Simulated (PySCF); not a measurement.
**Ge3: relaxation and vibrations of the triplet**

The task is one start of a wider search on Ge3: the triplet, from a obtuse triangle start. It is relaxed, tested by its Hessian and followed downhill if it is a saddle.

Method: PBE0, basis Ge def2-TZVP, no relativity, density fitting; program: PySCF 2.14.0.

## (1) The system as given

3 atoms, charge 0, spin multiplicity 3.

Bond lengths: Ge1–Ge2 2.381 Å, Ge1–Ge3 2.381 Å. Angles: Ge2–Ge1–Ge3 104.9°.

Coordinates in bohr (charge 0 multiplicity 3):
```
Ge    0.0000    0.0000    0.0000
Ge    3.5670    2.7439    0.0000
Ge   -3.5670    2.7439    0.0000
```

## (2) Finding the electronic state

One driver script runs all steps and calls PySCF; scf.py shows how it sets up the SCF of each step. The optimiser is the driver's own. After this first run the driver tries any further starts and a stability analysis.

Input file scf.py:

```python
from pyscf import gto, scf, dft
mol = gto.M(atom='''
Ge     0.000000     0.000000     0.000000
Ge     1.887600     1.452000     0.000000
Ge    -1.887600     1.452000     0.000000''',
    basis={'Ge': 'def2-TZVP'},
    charge=0, spin=2)
mf = dft.UKS(mol, xc='PBE0')
mf.grids.atom_grid = (50, 194)
aux = {'Ge': 'def2-universal-JKFIT'}
mf = mf.density_fit(auxbasis=aux)
mf.conv_tol = 1e-08
mf.diis_space = 10
mf.max_cycle = 60
mf.init_guess = 'minao'
mf.verbose = 4
mf.kernel()
```

Run with:

```bash
$ OMP_NUM_THREADS=4 python axn.py task.json out
```

After this run come: Obtuse triangle start, triplet: relaxation; Is it a minimum? Harmonic modes.

Q: Predict the outcome of this session. Wanted: minimum; geometry; wavenumbers; dipole moment; highest occupied, lowest empty level; polar-tensor charge of Ge1; zero-point energy; atomisation energy; ⟨S²⟩.

**Answer**, as computed:

| quantity | value |
| --- | --- |
| minimum | triplet, C2v |
| geometry | Ge–Ge 2.361 Å (×2); Ge–Ge–Ge 115.3° |
| wavenumbers (cm⁻¹) | 32 (a1), 245 (a1), 281 (b2) |
| dipole moment | 0.14 D |
| highest occupied, lowest empty level (either spin) | -5.12, -3.91 eV |
| polar-tensor charge of Ge1 | -0.23 e |
| zero-point energy | 3.3 kJ/mol |
| entropy at 298.15 K | 337.4 J/(mol K) |
| atomisation energy (no zero-point energy) | 506 kJ/mol |
| ⟨S²⟩ | 2.009 |

The obtuse triangle start keeps its C2v symmetry and ends in a minimum. In the infrared the band at 281 cm⁻¹ (b2, stretch) leads. Other starts or spin states, not run here, may lie lower.
